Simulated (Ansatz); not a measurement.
The system is TiTe.

```
CELL_PARAMETERS angstrom
0.00000 3.31060 3.31060
3.31060 0.00000 3.31060
3.31060 3.31060 0.00000
ATOMIC_POSITIONS crystal
Ti 0.00000 0.00000 0.00000
Te 0.25000 0.25000 0.25000
```

The cell comes from a database or a generator and needn't be the stable form of this composition.

```yaml
Program: Ansatz 0.2.0
Task: relaxation of cell and atoms
Functional: HSE03
Potentials_or_basis: Ansatz PAW
Cutoff: "420 eV (not typed: the program's choice for these potentials)"
k_mesh: 4 × 4 × 4
Occupations: fermi-dirac, width 0.05 eV
Spin: no spin polarisation
```

At the start: volume 36.28 Å³/atom.

Task: How do energy, volume and symmetry change on relaxing?

Result: It ends after 6 steps and the volume is 29.90 Å³/atom (-17.6 %); space group F-43m (No. 216, to 0.05 Å).

Step by step:
| step | energy change (eV) | largest force (eV/Å) | volume (Å³) |
| --- | --- | --- | --- |
| 1 | 0.0000 | 0.0000 | 72.57 |
| 2 | -0.3382 | 0.0000 | 62.46 |
| 3 | -0.3558 | 0.0000 | 58.76 |
| 4 | -0.3589 | 0.0000 | 59.87 |
| 5 | -0.3590 | 0.0000 | 59.79 |
| 6 | -0.3567 | 0.0000 | 59.79 |

Final structure:
```cif
data_structure
_symmetry_space_group_name_H-M 'P 1'
_symmetry_Int_Tables_number 1
_cell_length_a 4.3893
_cell_length_b 4.3893
_cell_length_c 4.3893
_cell_angle_alpha 60.000
_cell_angle_beta 60.000
_cell_angle_gamma 60.000
_cell_volume 59.79
loop_
_atom_site_label
_atom_site_type_symbol
_atom_site_fract_x
_atom_site_fract_y
_atom_site_fract_z
_atom_site_occupancy
Ti1 Ti 0.00000 0.00000 0.00000 1
Te1 Te 0.25000 0.25000 0.25000 1
```

Caveat: the k mesh is coarse (spacing up to 0.41 Å⁻¹), so the values aren't converged, least of all with exact exchange; the volume moved by over 15 % at a fixed basis, so the end points are rough; the plane-wave basis is chosen anew once the cell has moved, so the energies of steps on either side of that aren't comparable; the PAW data sets come from PBE, with cores solved anew for the run's functional, which leaves a small shift of forces and pressure.
